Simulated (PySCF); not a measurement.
# The bond of GeH, level by level

The task here is to estimate one member of a computed series from the others.

Computed with PySCF 2.14.0. Level: Ge aug-cc-pVDZ-PP with ECP10, H aug-cc-pVDZ, scalar-relativistic core potentials.

Set-up of the first run:

The job is set up so:

- atoms: Ge, H
- charge: 0
- basis: Ge aug-cc-pVDZ-PP with ECP10, H aug-cc-pVDZ
- Hamiltonian: scalar-relativistic core potentials
- basis functions: 41
- electrons treated: 23
- masses in u: 73.9212, 1.0078
- levels: PBE0, PBE, r²SCAN, PBEsol, M06-2X, TPSSh, HSE06, HF, MP2, SCS-MP2, CCSD, CCSD(T)
- grid: 80 radial by 434 angular points
- occupations: held fixed by the projection of orbital angular momentum
- dissociation limit: Ge + H, each in its ground configuration
- starting distance in angstrom: 1.480
- values of 2S to try: 1, 3

Launch:

```
$ OMP_NUM_THREADS=1 python dia.py task.json out
```

Steps of the session up to this table: Set-up; The PBE0 curve of the state that the search chose; Higher solutions at PBE0; PBE (GGA); r²SCAN; PBEsol (GGA); M06-2X; TPSSh; HSE06; UHF (mean field); Adding correlation.

One table of the session follows, with a row left open; its other results are not shown here.

It belongs to the step «Constants by level of theory». 

| level | Re (Å) | ωe (cm⁻¹) | De (eV) |
| --- | --- | --- | --- |
| UHF | 1.591 | 1967 | 1.92 |
| UHF-MP2 | 1.592 | 1932 | 2.58 |
| UHF-SCS-MP2 | 1.596 | 1915 | 2.67 |
| UHF-CCSD | 1.602 | 1873 | 2.73 |
| UHF-CCSD(T) | 1.603 | 1862 | 2.76 |
| PBE | 1.628 | 1792 | 2.84 |
| PBEsol | 1.624 | 1805 | 2.96 |
| r²SCAN | 1.604 | 1870 | 2.87 |
| TPSSh | 1.609 | 1866 | 3.00 |
| PBE0 | 1.609 | 1870 | 2.80 |
| HSE06 | ? | ? | ? |
| M06-2X | 1.607 | 1900 | 2.85 |

Q: Estimate the row for HSE06 from the others.

**Answer.** Re (Å): 1.610; ωe (cm⁻¹): 1865; De (eV): 2.82. In the column «Re (Å)» it lies between PBE0 (1.609) and PBEsol (1.624).
